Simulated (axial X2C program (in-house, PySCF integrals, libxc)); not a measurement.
# Linear SeCN at several levels

The task here is to estimate one member of a computed series from the others.

Program: an in-house X2C program for linear molecules on PySCF integrals. Level of theory: all-electron X2C, two-component (2c) or spin-free, Se dyall-v3z, C dyall-v3z, N dyall-av3z. These are calculated values, not measurements.

All values are calculated.

2 further runs of the same task are left out: 2 set aside as unsound or not needed.

Set-up of the first run:

Input file task.json:

```json
{"zs": [34, 6, 7], "q": 0, "bas": ["dyall-v3z", "dyall-v3z", "dyall-av3z"], "r0": [1.86, 1.16], "symm": 0, "scan": ["PBE0", "HF", "r2SCAN"], "levels": ["PBE0", "HF", "BHandHLYP"], "nst": 2}
```

Keys: zs atomic numbers; q charge; bas basis sets; r0 starting distance in Å; symm equal bonds; scan levels of the two-bond scan; levels methods; nst determinants followed.

The run is started by

```console
python solin.py task.json out
```

Masses Se 79.917, C 12.000, N 14.003 u.

Steps of the session up to this table: Scan at PBE0, 2c; Scan at r2SCAN, 2c; Scan at PBE0, spin-free.

One of the session's tables, all rows but one given; the rest of the session is left out.

| level | r(Se–C) (Å) | r(C–N) (Å) | lower stretch (cm⁻¹) | upper stretch (cm⁻¹) |
| --- | --- | --- | --- | --- |
| PBE0, 2c | 1.788 | 1.164 | 572.9 | 2136.6 |
| r2SCAN, 2c | 1.779 | 1.173 | 581.7 | 2076.2 |
| PBE0, spin-free | 1.785 | 1.164 | 576.4 | 2127.4 |
| r2SCAN, spin-free | ? | ? | ? | ? |

Estimate the missing values for r2SCAN, spin-free.

**Answer.** r(Se–C) (Å): 1.775; r(C–N) (Å): 1.174; lower stretch (cm⁻¹): 585.3; upper stretch (cm⁻¹): 2067.4. In the column «r(Se–C) (Å)» it is the lowest.

Scans not shown above were run alike.

The molecule was held linear; bending was not examined, so a bent shape may lie lower. Note: functional without a current term on a determinant with orbital currents, of the molecule or an atom.
